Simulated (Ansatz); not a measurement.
# YMg6V (Amm2) in Ansatz: single point with PBEsol

Aim: the single point of YMg6V with PBEsol.

Everything below comes from runs of Ansatz 0.2.0. Logs are shortened: lines on timing, memory, paths and dates and some standing lists are left out, and cuts for length are marked.

### Step 1. The crystal as given

The structure is orthorhombic, space group Amm2 (No. 38). Conventional cell: a = 5.093 Å, b = 6.508 Å, c = 11.200 Å, α = 90.00°, β = 90.00°, γ = 90.00°. Y (site symmetry mm2) is surrounded by 2 V at 3.11 Å and 10 Mg at 3.15 to 3.32 Å. V (site symmetry mm2) has 2 Y at 3.11 Å and 10 Mg at 3.14 to 3.27 Å as nearest neighbours. Around Mg (site symmetry mm2) lie 10 Mg at 3.19 to 3.26 Å and 2 V at 3.25 Å. Mg (site symmetry m) is surrounded by 8 Mg at 3.13 to 3.32 Å and 2 V at 3.21 to 3.27 Å and 2 Y at 3.21 Å. Mg (site symmetry mm2) is surrounded by 10 Mg at 3.14 to 3.33 Å and 2 Y at 3.26 Å. Around Mg (site symmetry m) lie 8 Mg at 3.13 to 3.38 Å and 2 V at 3.14 Å and 2 Y at 3.15 to 3.32 Å.

The cell comes from a database or a generator and needn't be the stable form of this composition.

### Step 2. Single point, PBEsol, collinear spin, ferromagnetic start

Contents of input.yaml:

```yaml
crystal:
  lattice:
    - [5.092734, 0.0, 0.0]
    - [0.0, 3.254033, 5.6001945]
    - [0.0, -3.254033, 5.6001945]
  atoms:
    - { symbol: "Y", position: [0.0, 0.826519, 0.826519] }
    - { symbol: V, position: [0.5, 0.667562, 0.667562], spin: 2.0 }
    - { symbol: Mg, position: [0.5, 0.165607, 0.165607] }
    - { symbol: Mg, position: [0.5, 0.664395, 0.173979] }
    - { symbol: Mg, position: [0.5, 0.173979, 0.664395] }
    - { symbol: Mg, position: [0.0, 0.337752, 0.337752] }
    - { symbol: Mg, position: [0.0, 0.822235, 0.341951] }
    - { symbol: Mg, position: [0.0, 0.341951, 0.822235] }
hamiltonian:
  xc: pbesol
  pseudopotentials: { kind: paw }
magnetization:
  spin_polarized: true
kpoints:
  mp_grid: { grid: [5, 5, 5] }
scf:
  occupations: { method: gaussian, width: 0.05 }
output:
  forces: true
  stress: true
  eigenvalues: true
  write_density: true
  write_potential: true
  elf: true
  volumetric_format: npy
```

Potentials or basis: Ansatz PAW.

The run is started by

```console
$ ansatz run input.yaml --threads 4 --pin off --max-ram 11264MiB --backend cpu --events-out ev --progress --plain --runs-dir out
```

The log of the run:

```text
Warning: RAYON_NUM_THREADS=4 ignored (pool sized by the plan → 4); use --threads N
Engine: ansatz 0.2.0, x86_64-unknown-linux-gnu
Pseudopotentials: kind: paw
Pseudopotential: Y, paw, valence charge 11, recommended cutoff 420 eV (normal), Y.paw.azcp
Pseudopotential: V, paw, valence charge 13, recommended cutoff 420 eV (normal), V.paw.azcp
Pseudopotential: Mg, paw, valence charge 10, recommended cutoff 420 eV (normal), Mg.paw.azcp
Functional definition: PBEsol
  exchange = pbesol_x
  correlation = pbesol_c
Crystal: 8 atoms, lattice volume = 185.612 Å³
Basis set: ecut = 420 eV, 3653 PW (Γ), exchange–correlation on 72×90×90 points (8 copies of the dense FFT grid, shifted against one another)
Bands: 52, of which v1, the nominal top of the filled ones, is band 42 counted from 1 (41 counted from 0)
Symmetry: 4 space group operations
Space group: Amm2 (ITA 38), of the structure as read, at distance tolerance 5.7e-5 Å
Magnetic group: BNS 38.187 (UNI 285), of the structure as read, at distance tolerance 5.7e-5 Å
k-points: 27 of 125 (time reversal used)
Non-local potential: Y, projectors of the file, l = 0: 3, l = 1: 2, l = 2: 2, l = 3: 1
Non-local potential: V, projectors of the file, l = 0: 3, l = 1: 2, l = 2: 3, l = 3: 1
Non-local potential: Mg, projectors of the file, l = 0: 3, l = 1: 2, l = 2: 1
PAW form: soft (Blöchl's): semilocal exchange-correlation on the pseudo side does not see the compensation charge
PAW frozen core: Y, regenerated for the run's functional, and the local potential with it (the file was generated under x = pbe(κ = 0.804, μ = 0.2195149727645171), c = pbe(β = 0.06672455060314922))
PAW frozen core: V, regenerated for the run's functional, and the local potential with it (the file was generated under x = pbe(κ = 0.804, μ = 0.2195149727645171), c = pbe(β = 0.06672455060314922))
PAW frozen core: Mg, regenerated for the run's functional, and the local potential with it (the file was generated under x = pbe(κ = 0.804, μ = 0.2195149727645171), c = pbe(β = 0.06672455060314922))
PAW one-centre angular grid: Y, 590 points (default); XC on 64 Gauss nodes
PAW one-centre angular grid: V, 590 points (default); XC on 64 Gauss nodes
PAW one-centre angular grid: Mg, 110 points (default); XC on 64 Gauss nodes
Initial density: superposition of atomic densities (chi_scale 0.1, normalization cell)
Starting moments: Σ|m| = 2 μB on 1 of 8 sites
Initial wavefunctions: pseudopotential atomic-orbital guess
Functional: x = pbesol(κ = 0.804, μ = 0.12345679012345678), c = pbesol(β = 0.046)
SCF iter   1: F=—  HF=-18151.685277 eV  |F-HF|=—  |Δ(HF+E_count)|=         —  Δρ=1.65e-2 (↑1.65e-2 ↓1.16e-2)  dr2=4.88e0  dr2_m=1.18e-1  M=2.400 μB ∫|m|=2.966 μB  β_m=0.30  ethr=3.10e-3  ⟨swp⟩=6.8  Hψ=11012  notcnv=0  defer=2
Mixer restart at iter 1: flushing history
preconditioner: auto → Kerker (q_TF=auto, 2.391 Å⁻¹)  [metal: Δε(μ)=0.010 eV  Ē_g=3.775 eV  σ=0.050 eV  W_gap=0.11  n_scr=44 (ndim 8)  ℏωp=12.2 eV  f_vac=0.000  D(μ)=6.79/eV (n_scr^D=58)]
spin=Collinear: Kerker preconditioning applied to the charge; magnetization (m = ρ↑ − ρ↓) channel mixes plain (no charge-response kernel on spin).
SCF iter   2: F=—  HF=-18151.518848 eV  |F-HF|=—  |Δ(HF+E_count)|=   1.66e-1  Δρ=1.60e-2 (↑1.60e-2 ↓9.39e-3)  dr2=3.09e0  dr2_m=1.45e-1  M=2.667 μB ∫|m|=3.214 μB  β_m=0.40  ethr=3.10e-3  ⟨swp⟩=1.6  Hψ=3323  notcnv=0  defer=42
SCF iter   3: F=—  HF=-18151.348383 eV  |F-HF|=—  |Δ(HF+E_count)|=   1.70e-1  Δρ=6.27e-3 (↑6.27e-3 ↓4.47e-3)  dr2=5.55e-1  dr2_m=5.91e-3  M=3.105 μB ∫|m|=3.577 μB  β_m=0.52  ethr=3.10e-3  ⟨swp⟩=2.8  Hψ=3720  notcnv=0  defer=156
SCF iter   4: F=—  HF=-18151.166807 eV  |F-HF|=—  |Δ(HF+E_count)|=   1.82e-1  Δρ=2.40e-3 (↑2.40e-3 ↓1.75e-3)  dr2=3.15e-2  dr2_m=1.60e-3  M=3.416 μB ∫|m|=3.863 μB  β_m=0.68  ethr=6.61e-4  ⟨swp⟩=3.0  Hψ=4085  notcnv=0  defer=179
SCF iter   5: F=—  HF=-18151.195447 eV  |F-HF|=—  |Δ(HF+E_count)|=   2.86e-2  Δρ=3.30e-3 (↑3.30e-3 ↓5.40e-4)  dr2=3.65e-2  dr2_m=4.42e-3  M=3.439 μB ∫|m|=3.854 μB  β_m=0.68  ethr=3.75e-5  ⟨swp⟩=2.0  Hψ=4033  notcnv=0  defer=179
SCF iter   6: F=—  HF=-18151.209382 eV  |F-HF|=—  |Δ(HF+E_count)|=   1.39e-2  Δρ=5.31e-4 (↑5.31e-4 ↓4.14e-4)  dr2=3.02e-3  dr2_m=1.01e-4  M=3.456 μB ∫|m|=3.857 μB  β_m=0.84  ethr=3.75e-5  ⟨swp⟩=2.0  Hψ=4034  notcnv=0  defer=179
SCF iter   7: F=—  HF=-18151.209278 eV  |F-HF|=—  |Δ(HF+E_count)|=   1.04e-4  Δρ=3.38e-4 (↑3.38e-4 ↓1.56e-4)  dr2=3.91e-4  dr2_m=4.47e-5  M=3.490 μB ∫|m|=3.878 μB  β_m=0.92  ethr=3.60e-6  ⟨swp⟩=2.0  Hψ=3365  notcnv=0  defer=179
SCF iter   8: F=—  HF=-18151.209349 eV  |F-HF|=—  |Δ(HF+E_count)|=   7.16e-5  Δρ=1.68e-4 (↑1.68e-4 ↓6.35e-5)  dr2=1.04e-4  dr2_m=1.45e-5  M=3.497 μB ∫|m|=3.880 μB  β_m=0.96  ethr=4.66e-7  ⟨swp⟩=2.0  Hψ=3276  notcnv=0  defer=179
SCF iter   9: F=—  HF=-18151.209365 eV  |F-HF|=—  |Δ(HF+E_count)|=   1.61e-5  Δρ=4.76e-5 (↑4.76e-5 ↓2.40e-5)  dr2=7.15e-6  dr2_m=1.63e-6  M=3.500 μB ∫|m|=3.882 μB  β_m=0.98  ethr=1.24e-7  ⟨swp⟩=2.0  Hψ=3317  notcnv=0  defer=179
SCF iter  10: F=—  HF=-18151.209364 eV  |F-HF|=—  |Δ(HF+E_count)|=   9.49e-7  Δρ=2.07e-5 (↑2.07e-5 ↓8.36e-6)  dr2=1.16e-6  dr2_m=2.47e-7  M=3.503 μB ∫|m|=3.883 μB  β_m=0.99  ethr=8.51e-9  ⟨swp⟩=2.0  Hψ=3506  notcnv=0  defer=179
SCF iter  11: F=—  HF=-18151.209365 eV  |F-HF|=—  |Δ(HF+E_count)|=   3.46e-7  Δρ=1.23e-5 (↑1.23e-5 ↓1.13e-6)  dr2=4.73e-7  dr2_m=6.08e-8  M=3.504 μB ∫|m|=3.884 μB  β_m=0.95  ethr=1.39e-9  ⟨swp⟩=2.0  Hψ=4236  notcnv=0  defer=179
SCF iter  12: F=—  HF=-18151.209365 eV  |F-HF|=—  |Δ(HF+E_count)|=   4.27e-8  Δρ=3.34e-6 (↑3.34e-6 ↓3.77e-7)  dr2=4.07e-8  dr2_m=4.53e-9  M=3.504 μB ∫|m|=3.884 μB  β_m=0.97  ethr=5.64e-10  ⟨swp⟩=2.0  Hψ=3144  notcnv=0  defer=179
SCF iter  13: F=-18151.209365 eV  HF=-18151.209365 eV  |F-HF|=4.27e-9  |Δ(HF+E_count)|=   5.09e-9  Δρ=1.14e-6 (↑1.14e-6 ↓1.64e-7)  dr2=4.80e-9  dr2_m=4.42e-10  M=3.504 μB ∫|m|=3.884 μB  ethr=4.84e-11  ⟨swp⟩=12.8  Hψ=16675  notcnv=0
SCF 1 converged in 13 iterations: F = -18151.209365 eV  dr2 = 4.80e-9
SCF converged after 13 iterations
Magnetization: 3.5039 μB (43.7520 up, 40.2480 down)
Absolute magnetization: 3.8860 μB (∫|ρ↑−ρ↓|, with the PAW one-centre terms)
Spin contamination: 0.2939 ħ² per cell (⟨S²⟩ above its minimum at these occupations)
Per-site moments (μB) at R_I (Å): [(0.13223141801867694, 1.281656729317859), (2.7772470914160023, 1.281656729317859), (-0.006498228036862471, 1.3175174877846334), (-0.005667353523870746, 1.2922694533619137), (-0.0056673535238710975, 1.2922694533619137), (0.0013061185726115129, 1.295446442918345), (0.014120020209932607, 1.2893594879319001), (0.014120020209932263, 1.2893594879319001)]
Free energy (F): -18151.209365 eV
Harris-Foulkes:  -18151.209365 eV  (|F-HF|=4.27e-9)
Internal energy: -18151.202149 eV  (E = F + TS)
E sigma→0 (E₀):  -18151.205757 eV
Entropy (-TS):   -0.007216 eV (-0.902 meV/atom)
Fermi energy:    6.837338 eV
--- Per-component energies (eV) ---
  E_band       = -2463.277112
  E_kinetic    = 1087.302023
  E_local      = -11593.948066  (includes V_loc(G=0)·N_el)
  E_nonlocal   = 591.387829
  E_hartree    = 4223.608734
  E_xc         = -467.348792
  E_vxc        = -578.342033  (∫ρ·V_xc dr)
  E_paw        = -5550.227705  (= ΣΔE_a)
  E_vpaw       = -416.897455  (= ΣTr[D̂ρ^β])
  E_aug_tail   = 0.000251  (compensation charges beyond the density's cutoff)
  E_ewald      = -6442.628049
  E_core_change = 0.651625  (= ΣΔE_core)
  E_smearing   = -0.007216  (= −TS)
  E_closure    = -0.000000  (closes the sum)
  Σ components = -18151.209365   (vs F -18151.209365, Δ=0.00e0)
--- Forces (eV/Å), atoms counted from 1 ---
  atom   1  Y     -0.00000000    -0.00000000    -0.09420773
  atom   2  V      0.00000000    -0.00000000     0.06860120
  atom   3  Mg    -0.00000000     0.00000000     0.00140021
  atom   4  Mg    -0.00000000    -0.00608522     0.03236871
  atom   5  Mg    -0.00000000     0.00608522     0.03236871
  atom   6  Mg     0.00000000    -0.00000000     0.01639441
  atom   7  Mg     0.00000000    -0.04613383    -0.02845713
  atom   8  Mg     0.00000000     0.04613383    -0.02845713
  max |Σ_I F_I| component: 1.12e-5 eV/Å
--- Stress (GPa, compression-positive) ---
       -1.255724       0.000000       0.000000
        0.000000      -0.999939      -0.000000
        0.000000      -0.000000      -1.101696
  P = ⅓ Tr σ = -1.1191 GPa (-11.191 kbar)
--- Band table (eV; the first three rows and the last of 54) ---
  k-point 0 ↑: bands = ["-68.8530", "-68.5091", "-68.4545", "-68.4537", "-68.3137", "-68.3129", "-57.7509", "-35.8077", "-35.7999", "-35.7731", "-35.5671", "-35.4638", "-35.4588", "-35.4359", "-35.4155", "-35.4055", "-35.3981", "-35.3980", "-35.3814", "-35.3773", "-35.2756", "-35.2662", "-35.2506", "-35.2498", "-35.2492", "-35.2430", "-31.7457", "-31.7329", "-31.6936", "-15.6647", "-15.6438", "-15.6356", "0.3049", "4.3233", "4.3432", "4.5405", "4.6697", "5.1183", "5.2320", "5.7304", "5.9272", "6.0077", "6.1519", "6.7671", "7.0244", "7.6493", "7.8132", "7.8361", "9.1247", "9.2174", "9.8334", "9.9728"]
  k-point 1 ↑: bands = ["-68.8530", "-68.5091", "-68.4544", "-68.4538", "-68.3137", "-68.3129", "-57.7509", "-35.8076", "-35.7999", "-35.7731", "-35.5679", "-35.4637", "-35.4588", "-35.4353", "-35.4146", "-35.4063", "-35.3984", "-35.3977", "-35.3812", "-35.3776", "-35.2748", "-35.2668", "-35.2505", "-35.2493", "-35.2493", "-35.2436", "-31.7457", "-31.7330", "-31.6936", "-15.6647", "-15.6441", "-15.6361", "0.5075", "3.2407", "4.0847", "4.2280", "5.0586", "5.5053", "5.6043", "5.7821", "5.9913", "6.3023", "6.3944", "6.8255", "7.2585", "7.5786", "7.8987", "7.9186", "8.8573", "9.2068", "9.5317", "9.6974"]
  k-point 2 ↑: bands = ["-68.8530", "-68.5091", "-68.4542", "-68.4539", "-68.3135", "-68.3130", "-57.7509", "-35.8076", "-35.7999", "-35.7730", "-35.5693", "-35.4636", "-35.4588", "-35.4344", "-35.4124", "-35.4081", "-35.3986", "-35.3976", "-35.3807", "-35.3783", "-35.2730", "-35.2683", "-35.2503", "-35.2495", "-35.2480", "-35.2448", "-31.7457", "-31.7330", "-31.6936", "-15.6647", "-15.6446", "-15.6368", "1.0977", "2.0570", "3.8305", "3.8893", "5.3323", "5.4995", "5.7109", "5.9729", "6.3428", "6.6979", "6.7524", "7.1576", "7.3765", "7.6458", "7.7981", "8.3632", "8.4233", "9.0657", "9.5314", "9.7593"]
  k-point 26 ↓: bands = ["-68.8564", "-68.5081", "-68.4578", "-68.4572", "-68.3136", "-68.3129", "-55.2807", "-35.8132", "-35.8072", "-35.7718", "-35.5038", "-35.4641", "-35.4598", "-35.4309", "-35.4200", "-35.4127", "-35.4029", "-35.4002", "-35.3820", "-35.3780", "-35.2774", "-35.2699", "-35.2485", "-35.2474", "-35.2465", "-35.2421", "-29.3022", "-29.2692", "-29.2157", "-15.5750", "-15.5673", "-15.5482", "2.5870", "2.7771", "3.6143", "3.8092", "3.9784", "4.9157", "6.1573", "6.7102", "6.9135", "7.2041", "7.7097", "7.9649", "8.6823", "8.7774", "9.0874", "9.3725", "9.4944", "9.9787", "10.1821", "10.4120"]
```

Run time: 21 s. Hardware: 4 threads of Intel Xeon at 2.70GHz, shared host; peak memory 0.8 GiB.

What came out:

* Free energy: -18151.2094 eV
* Pressure: -1.1 GPa
* Largest force: 0.094 eV/Å
* Band gap on the k mesh: none (metal or under the smearing width)
* Net moment: 3.50 μB per cell
* Absolute moment: 3.89 μB per cell
* Site moments: Y +0.13; V +2.78; Mg -0.01, +0.00, +0.01 μB

Forces on the atoms (eV/Å):
```
Y    0.000  0.000 -0.094
V    0.000  0.000  0.069
Mg   0.000  0.000  0.001
Mg   0.000 -0.006  0.032
Mg   0.000  0.006  0.032
Mg   0.000  0.000  0.016
Mg   0.000 -0.046 -0.028
Mg   0.000  0.046 -0.028
```

Caveat: the PAW data sets come from PBE, with cores solved anew for the run's functional, which leaves a small shift of forces and pressure.
